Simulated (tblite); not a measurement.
# C3H13OPSi2: the cost of one run

Computed with tblite 0.8.0 and PySCF 2.14.0, with density-fitted response routines of our own, on a single molecule in the gas phase. Atoms are numbered from 0 throughout.

## Step 1: Starting geometry

20 atoms, charge 0, multiplicity 1; geometry from: force field or distance geometry start.

Bonds of the start (Å): C0–O1 1.41, O1–Si2 1.69, Si2–C3 1.85, Si2–P4 2.23, Si2–Si5 2.33, Si5–C6 1.85, C0–H7 1.10, C0–H8 1.09, C0–H9 1.10, C3–H10 1.08, C3–H11 1.10, C3–H12 1.11, P4–H13 1.42, P4–H14 1.41, Si5–H15 1.47, Si5–H16 1.49, C6–H17 1.10, C6–H18 1.10, C6–H19 1.09.

## Step 2: Geometry optimisation with GFN2-xTB

What the job is given:

```
{"job": {"kind": "relax", "xc": "GFN2-xTB", "basis": "xTB"}, "charge": 0, "multiplicity": 1}
C     -2.604400     0.905900    -0.340500
O     -1.971300    -0.342300    -0.203100
Si    -0.382000    -0.412800     0.355300
C     -0.076700     0.640900     1.839300
P     -0.047100    -2.543700     0.921100
Si     1.105900     0.205100    -1.324000
C      2.835800     0.061500    -0.681400
H     -2.713100     1.418000     0.631300
H     -2.077200     1.551100    -1.046700
H     -3.621100     0.727500    -0.731900
H     -0.215500     1.695300     1.626100
H      0.940100     0.499400     2.225700
H     -0.768500     0.377500     2.670100
H     -0.568600    -3.116700    -0.269600
H     -1.234300    -2.704900     1.668000
H      0.928600    -0.653500    -2.509600
H      0.836900     1.618300    -1.711800
H      3.068700    -0.976500    -0.389300
H      2.991300     0.698100     0.204700
H      3.567300     0.362400    -1.431800
```

On the command line:

```bash
$ OMP_NUM_THREADS=1 python probes_run.py task.json out
```

One launch serves the whole session: the jobs run in the order shown.

**Question.** How long does this first job take on 1 thread of Arm Neoverse V1, shared host, and how much memory does it need?

About 2 s, with a peak of 0.18 GiB.
